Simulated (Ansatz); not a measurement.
**C₂H₆AlNO: up Jacob's ladder to CCSD(T)**

One table from this session's results is given with a row withheld; the runs are named, their logs left out.

Computed with Ansatz 0.2.0, Gaussian basis. Level: functionals in def2-TZVPP, the program's frozen cores in correlated methods.

Plan: LDA (SPW92), PBE-D4, revPBE-D4, BLYP-D4, r2SCAN-D4, B97M-V, PBE0-D4, B3LYP-D4, r2SCANh-D4, r2SCAN0-D4, HSE06-D4, BHLYP-D4, CAM-B3LYP-D4, LC-ωPBE, ωB97X-V, ωB97M-V, B2PLYP, PBE-QIDH; CCSD(T)/def2-SVP; CCSD(T)/def2-TZVPP; MP2/def2-QZVPP; extrapolation to the limit; RPA on PBE.

## Structure used throughout

An earlier PBE0-D4 in a triple-zeta def2 set relaxation fixed the geometry.

SMILES `O[CH]1C[NH][AlH]1`, 11 atoms, charge 0, spin multiplicity 1.

Atoms are counted from 1 here; the program's logs count them from 0.

Bond lengths: O1–C2 1.428 Å, O1–H6 0.959 Å, C2–C3 1.547 Å, C2–Al5 1.996 Å, C2–H7 1.096 Å, C3–N4 1.471 Å, C3–H8 1.098 Å, C3–H9 1.096 Å, N4–Al5 1.761 Å, N4–H10 1.005 Å, Al5–H11 1.586 Å. Angles: C2–O1–H6 108.0°, O1–C2–C3 109.5°, O1–C2–Al5 120.5°, O1–C2–H7 110.1°, C3–C2–Al5 83.7°, C3–C2–H7 110.2°, Al5–C2–H7 119.0°, C2–C3–N4 103.5°, C2–C3–H8 111.8°, C2–C3–H9 108.3°, N4–C3–H8 112.1°, N4–C3–H9 112.9°, H8–C3–H9 108.2°, C3–N4–Al5 94.8°, C3–N4–H10 117.9°, Al5–N4–H10 147.3°, C2–Al5–N4 78.0°, C2–Al5–H11 147.3° and more.

Set-up of the first run:

Input file in.yaml:

```yaml
crystal:
  periodic: [false, false, false]
  atoms:
    - {symbol: O, position_ang: [-1.673806, 0.515349, 0.878518]}
    - {symbol: C, position_ang: [-0.508361, 0.697283, 0.073691]}
    - {symbol: C, position_ang: [0.694905, -0.011465, 0.740414]}
    - {symbol: N, position_ang: [1.151062, -0.955618, -0.291579]}
    - {symbol: Al, position_ang: [-0.117982, -0.543004, -1.440292]}
    - {symbol: H, position_ang: [-2.423409, 0.873198, 0.399223]}
    - {symbol: H, position_ang: [-0.297640, 1.766390, -0.047384]}
    - {symbol: H, position_ang: [1.480326, 0.700423, 1.024840]}
    - {symbol: H, position_ang: [0.339739, -0.511100, 1.649167]}
    - {symbol: H, position_ang: [1.959330, -1.517742, -0.090396]}
    - {symbol: H, position_ang: [-0.538664, -1.070612, -2.875703]}
basis:
  gaussian: {orbitals: def2-TZVPP}
hamiltonian: {xc: lda}
output: {orbitals: {seedname: orbitals}}
```

On the command line:

```sh
> ansatz run in.yaml --threads 4 --pin off --events-out ev --progress --plain --max-ram 10444MiB
```

Among the steps run: LDA; PBE-D4 (GGA); revPBE-D4 (GGA); BLYP-D4 (GGA); r2SCAN-D4 (meta-GGA); B97M-V (meta-GGA); B3LYP-D4 (hybrid); r2SCANh-D4 (hybrid); r2SCAN0-D4 (hybrid); HSE06-D4 (hybrid); BHLYP-D4 (hybrid); CAM-B3LYP-D4 (range-separated); LC-ωPBE (range-separated); ωB97X-V (range-separated); ωB97M-V (range-separated); B2PLYP (double hybrid); PBE-QIDH (double hybrid).

One table of the session follows, with a row left open; its other results are not shown here.

It belongs to the step «Orbital energies across the functionals». 

```
  functional  HOMO (eV)  gap (eV)
 LDA (SPW92)      -5.12      3.48
      PBE-D4      -4.99      3.57
   revPBE-D4      -4.93      3.62
     BLYP-D4      -4.90      3.59
   r2SCAN-D4      -5.21      4.11
      B97M-V      -5.33      4.05
     PBE0-D4      -6.31      5.65
    B3LYP-D4      -6.12      5.24
  r2SCANh-D4      -5.71      4.87
  r2SCAN0-D4      -6.47      5.99
    HSE06-D4      -5.91      4.88
    BHLYP-D4          ?         ?
CAM-B3LYP-D4      -7.70      7.93
     LC-ωPBE      -9.00     10.32
     ωB97X-V      -8.67      9.87
     ωB97M-V      -8.57      9.47
```

Q: Estimate the row for BHLYP-D4 from the others.

Worked estimate for «HOMO (eV)». Against the share of exact exchange, BLYP-D4 (0, -4.90), B3LYP-D4 (0.2, -6.12) give a slope of -6.10 per unit share; at 0.5 the line stands at -7.95.

As computed: HOMO (eV): -7.57; gap (eV): 7.63. In «HOMO (eV)» the line misses by -0.38.
